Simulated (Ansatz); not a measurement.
## Molecular dynamics of Mg₄Te₃S

Input file:

```yaml
crystal:
  lattice:
    - [9.00758, 0.0, 0.0]
    - [0.0, 9.07368, 0.0]
    - [0.0, 0.0, 12.629561]
  atoms:
    - { symbol: Mg, position: [0.06625248, 0.4029458, 0.54666794] }
    - { symbol: Mg, position: [0.24092453, 0.01142397, 0.23592951] }
    - { symbol: Mg, position: [0.049722, 0.66623366, 0.38451599] }
    - { symbol: Mg, position: [0.48951122, 0.45834626, 0.14187669] }
    - { symbol: Te, position: [0.26157749, 0.25835643, 0.06071852] }
    - { symbol: Te, position: [0.01760362, -0.03184591, 0.3744979] }
    - { symbol: Te, position: [0.25380321, 0.69052595, 0.18016388] }
    - { symbol: S, position: [-0.04329073, 0.41649459, 0.35964499] }
    - { symbol: Mg, position: [0.02568725, 0.42262268, 0.97696895] }
    - { symbol: Mg, position: [0.20785274, 0.04302495, 0.8642933] }
    - { symbol: Mg, position: [-0.00685584, 0.77683736, 1.048227] }
    - { symbol: Mg, position: [0.32682208, 0.62524049, 0.74212604] }
    - { symbol: Te, position: [0.16910265, 0.29183853, 0.75841494] }
    - { symbol: Te, position: [-0.09346545, 0.04174526, 0.96448133] }
    - { symbol: Te, position: [0.28650681, 0.62511643, 0.53659793] }
    - { symbol: S, position: [-0.04207276, 0.63639026, 0.89084031] }
    - { symbol: Mg, position: [0.5539556, 0.25870918, 0.49007753] }
    - { symbol: Mg, position: [0.78909, 0.12104519, 0.26708212] }
    - { symbol: Mg, position: [0.49379452, 0.72004851, 0.36886074] }
    - { symbol: Mg, position: [0.80611308, 0.52180645, 0.2376458] }
    - { symbol: Te, position: [0.74724448, 0.32284524, 0.08853394] }
    - { symbol: Te, position: [0.52520391, 0.01444705, 0.34902662] }
    - { symbol: Te, position: [0.72837229, 0.80753025, 0.17294721] }
    - { symbol: S, position: [0.56612937, 0.463719, 0.33204133] }
    - { symbol: Mg, position: [0.4705022, 0.2796881, 0.85474977] }
    - { symbol: Mg, position: [0.86699383, -0.10485113, 0.77980276] }
    - { symbol: Mg, position: [0.66405209, 0.732049, 0.96653279] }
    - { symbol: Mg, position: [0.71833306, 0.51136767, 0.73004408] }
    - { symbol: Te, position: [0.6668487, 0.22074598, 0.67896805] }
    - { symbol: Te, position: [0.46978011, -0.06389041, 0.83380148] }
    - { symbol: Te, position: [0.81868572, 0.72682741, 0.60209826] }
    - { symbol: S, position: [0.53296192, 0.52599076, 0.84605164] }
basis:
  ecutwfc: 420.0
kpoints:
  mp_grid: { grid: [1, 1, 1] }
hamiltonian:
  xc: pbesol
scf:
  occupations: { method: fermi_dirac, width: 0.05 }
  lower_state_search: "off"
  max_iter: 64
md:
  timestep: 2
  n_steps: 200
  ensemble: nvt_langevin
  temperature: 1950.0
  initial_velocities: maxwell_boltzmann
  seed: 308508
  friction: 0.5
```

Run as:

```bash
$ ansatz run input.yaml --threads 4 --pin off --max-ram 10240MiB --backend cpu --events-out ev --progress --plain --runs-dir out
```

It goes on from the last frame of an earlier run, with new velocities.

Output, in part (step lines):

```
md step     0: t =     0.00 fs  T =  1889.1 K  F+E_penalty+E_count = -116968.67998166 eV  E_kin = 7.813767 eV  (9 SCF iters)
md step     1: t =     2.00 fs  T =  1892.0 K  F+E_penalty+E_count = -116968.63843543 eV  E_kin = 7.825810 eV  (7 SCF iters)
md step     2: t =     4.00 fs  T =  1929.7 K  F+E_penalty+E_count = -116968.62046804 eV  E_kin = 7.981826 eV  (7 SCF iters)
md step     3: t =     6.00 fs  T =  1660.5 K  F+E_penalty+E_count = -116968.61980469 eV  E_kin = 6.868526 eV  (8 SCF iters)
md step     4: t =     8.00 fs  T =  2073.0 K  F+E_penalty+E_count = -116968.61802676 eV  E_kin = 8.574678 eV  (7 SCF iters)
md step     5: t =    10.00 fs  T =  2349.8 K  F+E_penalty+E_count = -116968.55539697 eV  E_kin = 9.719564 eV  (7 SCF iters)
md step     6: t =    12.00 fs  T =  2314.9 K  F+E_penalty+E_count = -116968.37242998 eV  E_kin = 9.575339 eV  (7 SCF iters)
md step     7: t =    14.00 fs  T =  2440.9 K  F+E_penalty+E_count = -116968.21071998 eV  E_kin = 10.096330 eV  (7 SCF iters)
[... lines left out ...]
```

The steps, from the saved trajectory:

```json
{"time (fs)": "0", "T (K)": "1889", "potential energy less start (eV)": "0.000"}
{"time (fs)": "12", "T (K)": "2315", "potential energy less start (eV)": "0.308"}
{"time (fs)": "24", "T (K)": "2601", "potential energy less start (eV)": "0.404"}
{"time (fs)": "36", "T (K)": "1625", "potential energy less start (eV)": "0.293"}
{"time (fs)": "48", "T (K)": "2035", "potential energy less start (eV)": "1.243"}
{"time (fs)": "60", "T (K)": "2151", "potential energy less start (eV)": "1.171"}
{"time (fs)": "72", "T (K)": "1724", "potential energy less start (eV)": "1.100"}
{"time (fs)": "84", "T (K)": "1780", "potential energy less start (eV)": "1.394"}
{"time (fs)": "96", "T (K)": "1848", "potential energy less start (eV)": "1.726"}
{"time (fs)": "108", "T (K)": "1626", "potential energy less start (eV)": "1.609"}
{"time (fs)": "120", "T (K)": "1357", "potential energy less start (eV)": "2.305"}
{"time (fs)": "132", "T (K)": "2166", "potential energy less start (eV)": "2.743"}
{"time (fs)": "144", "T (K)": "2105", "potential energy less start (eV)": "2.670"}
{"time (fs)": "156", "T (K)": "2309", "potential energy less start (eV)": "1.863"}
{"time (fs)": "168", "T (K)": "1693", "potential energy less start (eV)": "1.700"}
{"time (fs)": "180", "T (K)": "1822", "potential energy less start (eV)": "1.222"}
{"time (fs)": "192", "T (K)": "1705", "potential energy less start (eV)": "1.199"}
{"time (fs)": "204", "T (K)": "2189", "potential energy less start (eV)": "1.497"}
{"time (fs)": "216", "T (K)": "2251", "potential energy less start (eV)": "1.485"}
{"time (fs)": "228", "T (K)": "1644", "potential energy less start (eV)": "1.268"}
{"time (fs)": "240", "T (K)": "1568", "potential energy less start (eV)": "1.014"}
{"time (fs)": "252", "T (K)": "2319", "potential energy less start (eV)": "1.132"}
{"time (fs)": "264", "T (K)": "1930", "potential energy less start (eV)": "1.692"}
{"time (fs)": "276", "T (K)": "1988", "potential energy less start (eV)": "1.814"}
{"time (fs)": "288", "T (K)": "2232", "potential energy less start (eV)": "2.424"}
{"time (fs)": "300", "T (K)": "1715", "potential energy less start (eV)": "1.467"}
{"time (fs)": "312", "T (K)": "2109", "potential energy less start (eV)": "1.642"}
{"time (fs)": "324", "T (K)": "2304", "potential energy less start (eV)": "0.727"}
{"time (fs)": "336", "T (K)": "1394", "potential energy less start (eV)": "0.671"}
{"time (fs)": "348", "T (K)": "2257", "potential energy less start (eV)": "0.376"}
{"time (fs)": "360", "T (K)": "2347", "potential energy less start (eV)": "0.516"}
{"time (fs)": "372", "T (K)": "2278", "potential energy less start (eV)": "0.689"}
{"time (fs)": "384", "T (K)": "1991", "potential energy less start (eV)": "0.958"}
{"time (fs)": "396", "T (K)": "1748", "potential energy less start (eV)": "1.089"}
```

All steps were run. A run of 0.4 ps of so small a system gives no equilibrium averages. The friction is so strong that the motion is overdamped, so the time scale means little. Limits of this set-up: coarse k mesh.

Mean squared displacements from the first frame to the last, about the centre of mass: Mg 0.20 Å², Te 0.03 Å², S 0.18 Å².

Last frame:

```xyz
32
Lattice="9.0076 0.0000 0.0000 0.0000 9.0737 0.0000 0.0000 0.0000 12.6296" Properties=species:S:1:pos:R:3
Mg 0.319 4.247 6.860
Mg 2.009 0.098 2.808
Mg 0.393 6.151 4.518
Mg 4.267 3.898 1.913
Te 2.550 2.234 0.699
Te 0.135 -0.174 4.806
Te 2.512 6.293 2.165
S -0.551 3.732 4.724
Mg 0.283 3.750 12.355
Mg 1.611 0.350 11.097
Mg 0.007 6.821 13.587
Mg 2.906 5.327 9.594
Te 1.504 2.559 9.597
Te -0.817 0.358 12.024
Te 2.499 5.577 6.824
S -0.675 5.845 11.161
Mg 4.922 2.445 6.019
Mg 7.321 1.243 3.693
Mg 4.410 6.581 4.971
Mg 7.243 4.941 2.895
Te 6.887 2.813 1.203
Te 4.761 0.146 4.367
Te 6.560 7.475 2.074
S 5.114 4.345 4.242
Mg 4.285 2.232 10.583
Mg 7.681 -0.228 9.078
Mg 6.293 6.682 12.116
Mg 6.823 4.926 9.216
Te 5.959 1.939 8.528
Te 4.165 -0.638 10.627
Te 7.528 6.583 7.428
S 5.066 4.907 11.327
```

The run took 10 min on 4 threads of Intel(R) Xeon(R) Platinum 8488C (Sapphire Rapids), with other jobs on the host, peak memory 1.1 GiB.
